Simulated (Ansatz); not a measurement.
Runs of Ansatz 0.2.0 on TeRu. Symmetry: F-43m, No. 216, cubic system. The conventional cell has a = 6.228 Å, b = 6.228 Å, c = 6.228 Å, α = 90.00°, β = 90.00°, γ = 90.00°. Ru (site symmetry -43m) has 4 Te at 2.70 Å as nearest neighbours. Te (site symmetry -43m) has 4 Ru at 2.70 Å as nearest neighbours. The cell comes from a database or a generator and needn't be the stable form of this composition.

| level | spin | cutoff (eV) | gap on the mesh (eV) | pressure (GPa) | moment (μB) |
| --- | --- | --- | --- | --- | --- |
| PBEsol+U | off | 420 | none | -13.6 | - |
| r2SCAN+U | collinear, ferromagnetic start | 500 | none | 3.7 | 2.00 |
| PBEsol+U | collinear, ferromagnetic start | 420 | none | (a) | 2.00 |
| r2SCAN+U | collinear, program default start | 500 | none | 3.7 | 2.00 |

Alike in all rows: task single point; potentials or basis Ansatz PAW; Ru d U = 6 eV; cell as given; k mesh 5 × 5 × 5; smearing gaussian 0.05 eV.

Q: Fill in the values left out.

A: (a) 0.5.

Caveats: the PAW data sets come from PBE, with cores solved anew for the run's functional, which leaves a small shift of forces and pressure; the U is typed as a test and isn't derived for this compound; the magnetic or orbital state may not be the lowest (some runs); U without spin polarisation on a metal has little footing (some runs).

A k mesh can miss the band edges, and the runs leave out spin-orbit coupling on Ru, Te.

A gap of «none» marks a metal or a gap under the smearing width.
